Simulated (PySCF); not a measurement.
Crystal: CGeH6, in a box.

```xyz
8
Lattice="13.0000 0.0000 0.0000 0.0000 12.0000 0.0000 0.0000 0.0000 13.0000" Properties=species:S:1:pos:R:3 pbc="T T T"
C     5.9886    6.3858    5.4905
Ge    6.5964    6.0136    7.3087
H     4.9194    6.5997    5.4854
H     6.5183    7.2477    5.0836
H     6.1749    5.5261    4.8459
H     6.3302    7.2237    8.2220
H     8.1066    5.7159    7.3197
H     5.8538    4.7943    7.8840
```

Base run:

* Program: PySCF 2.14.0
* Functional: B3PW91
* Dispersion: D3
* Potentials or basis: def2-svp (all-electron)
* k mesh: 1 × 1 × 1
* Occupations: fixed
* Spin: no spin polarisation

Its results: gap between the frontier levels 9.95 eV.

Problem. After a change of settings the same cell gave: gap between the frontier levels 9.10 eV. Which change was it?
A. functional from B3PW91 to M06-L; dispersion from D3 to none
B. functional from B3PW91 to RPBE; dispersion from D3 to D3(BJ)
C. functional from B3PW91 to B97-D

Solution. A.

Caveats: this is a molecule in a periodic box at the Γ point, so its band gap is the HOMO-LUMO gap; relativity is left out, which matters for the heavier elements; the basis of atomic orbitals isn't converged, which shifts pressures, moduli and gaps.

Not every run made on this cell is shown here.
